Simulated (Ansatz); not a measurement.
# CH7BN2: small, medium and large basis sets

Aim: see how fast density functionals and correlated methods converge with the basis set for CH7BN2.

Program: Ansatz 0.2.0, Gaussian basis. Level of theory: one geometry, several basis sets. These are calculated values, not measurements.

Levels to be run: PBE0-D4/def2-SVP; ωB97M-V/def2-SVP; PBE0-D4/def2-QZVPP; ωB97M-V/def2-QZVPP; CCSD(T)/cc-pV(D+d)Z; CCSD(T)/cc-pV(T+d)Z; CCSD(T)/cc-pV(Q+d)Z; the functionals' def2-TZVPP values are taken from earlier runs.

**1. The geometry**

All runs share one geometry, relaxed beforehand with PBE0-D4/def2-TZVP.

SMILES `CB(N)N`, 11 atoms, charge 0, spin multiplicity 1.

Atoms are counted from 1 here; the program's logs count them from 0.

Bond lengths: C1–B2 1.582 Å, C1–H5 1.093 Å, C1–H6 1.093 Å, C1–H7 1.096 Å, B2–N3 1.416 Å, B2–N4 1.416 Å, N3–H8 1.004 Å, N3–H9 1.003 Å, N4–H10 1.003 Å, N4–H11 1.004 Å. Angles: B2–C1–H5 112.5°, B2–C1–H6 112.6°, B2–C1–H7 110.2°, H5–C1–H6 107.5°, H5–C1–H7 106.8°, H6–C1–H7 106.9°, C1–B2–N3 119.8°, C1–B2–N4 119.8°, N3–B2–N4 120.4°, B2–N3–H8 124.4°, B2–N3–H9 122.1°, H8–N3–H9 113.6°, B2–N4–H10 122.1°, B2–N4–H11 124.4°, H10–N4–H11 113.6°.

**2. PBE0-D4 in def2-SVP**

Input file in.yaml:

```yaml
crystal:
  periodic: [false, false, false]
  atoms:
    - {symbol: C, position_ang: [-0.697561, 1.164635, -0.169785]}
    - {symbol: B, position_ang: [0.096750, -0.189534, 0.023958]}
    - {symbol: N, position_ang: [0.158876, -0.791874, 1.303728]}
    - {symbol: N, position_ang: [0.762532, -0.778348, -1.078123]}
    - {symbol: H, position_ang: [-1.103049, 1.271739, -1.179475]}
    - {symbol: H, position_ang: [-1.529909, 1.266586, 0.531722]}
    - {symbol: H, position_ang: [-0.033850, 2.019921, -0.001748]}
    - {symbol: H, position_ang: [0.670155, -1.631087, 1.510919]}
    - {symbol: H, position_ang: [-0.304845, -0.397736, 2.100710]}
    - {symbol: H, position_ang: [0.733210, -0.374589, -1.995558]}
    - {symbol: H, position_ang: [1.312993, -1.616713, -1.025747]}
basis:
  gaussian: {orbitals: def2-SVP}
hamiltonian: {xc: pbe0, dispersion: d4}
output: {orbitals: {seedname: orbitals}}
```

On the command line:

```console
$ ansatz run in.yaml --threads 2 --pin off --events-out ev --progress --plain --max-ram 22528MiB --backend cpu
```

The runs that follow: ωB97M-V in def2-SVP; PBE0-D4 in def2-QZVPP; ωB97M-V in def2-QZVPP; CCSD(T) in cc-pV(D+d)Z; CCSD(T) in cc-pV(T+d)Z; CCSD(T) in cc-pV(Q+d)Z.

**Question.** What will the summary of the whole plan be? Wanted: MP2 correlation recovered, cc-pV(D+d)Z; MP2 correlation recovered, cc-pV(T+d)Z; MP2 correlation recovered, cc-pV(Q+d)Z; difference of two CCSD(T) limits: def2 sets; PBE0-D4: double and triple zeta above quadruple; ωB97M-V: double and triple zeta above quadruple.

**Answer**, as computed:

```
                                                                   quantity          value
                                     MP2 correlation recovered, cc-pV(D+d)Z         72.2 %
                                     MP2 correlation recovered, cc-pV(T+d)Z         89.7 %
                                     MP2 correlation recovered, cc-pV(Q+d)Z         95.7 %
difference of two CCSD(T) limits: def2 sets (earlier runs) less this series        -12 meV
                            PBE0-D4: double and triple zeta above quadruple  5.84, 0.30 eV
                            ωB97M-V: double and triple zeta above quadruple  6.09, 0.29 eV
```

In words: For PBE0-D4 the step from double to triple zeta gains 5.54 eV and the next only 0.30 eV. Correlation climbs from 72 % (cc-pV(D+d)Z) to 96 % (cc-pV(Q+d)Z) of the limit; Hartree-Fock is 0.109 eV from its own by then. A limit from the def2 sets, made apart, differs by 12 meV, a least measure of the doubt on such a limit. These are total energies; as a rule much of such shifts cancels in differences, which this series doesn't test. The LUMO of ωB97M-V is positive and keeps falling with the basis (3.39 to 1.62 eV): an unbound level that the basis holds in place.
